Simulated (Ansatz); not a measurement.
## MnPt2 in Ansatz: the effect of starting spin order

MnPt2:

```
Pt Mn
1.0
     2.85840    0.00000    0.00000
    -1.42920    2.47545    0.00000
     0.00000    0.00000    6.53250
Pt Mn
2 1
Direct
  0.66667 0.33333 0.31621
  0.33333 0.66667 0.68379
  0.00000 0.00000 0.00000
```

The cell comes from a database or a generator and needn't be the stable form of this composition.

Alike in all runs:

- Program: Ansatz 0.2.0
- Task: single point
- Functional: PBE
- Potentials or basis: Ansatz PAW
- Cutoff: 420 eV (not typed: the program's choice for these potentials)
- k mesh: 11 × 11 × 4
- Occupations: fermi-dirac, width 0.05 eV

```csv
starting spin order,spin,starting moments,energy over the lowest run (meV/atom),pressure (GPa),largest force (eV/Å),final net moment (μB),final largest site moment (μB)
spin off,no spin polarisation,-,?,?,?,?,?
fm,"collinear spin, ferromagnetic start","[0.0, 0.0, 4.0] μB",0.0,-0.5,0.02,4.55,3.74
random,"collinear spin, random start","[0.0, 0.0, 0.25] μB",0.0,-0.5,0.02,4.55,3.74
```

**Question.** What does the run with starting spin order spin off give?

**Answer.** Energy over the lowest run 287.1 meV/atom; pressure -17.1 GPa; largest force 0.35 eV/Å; final net moment 0.00 μB; final largest site moment 0.00 μB.
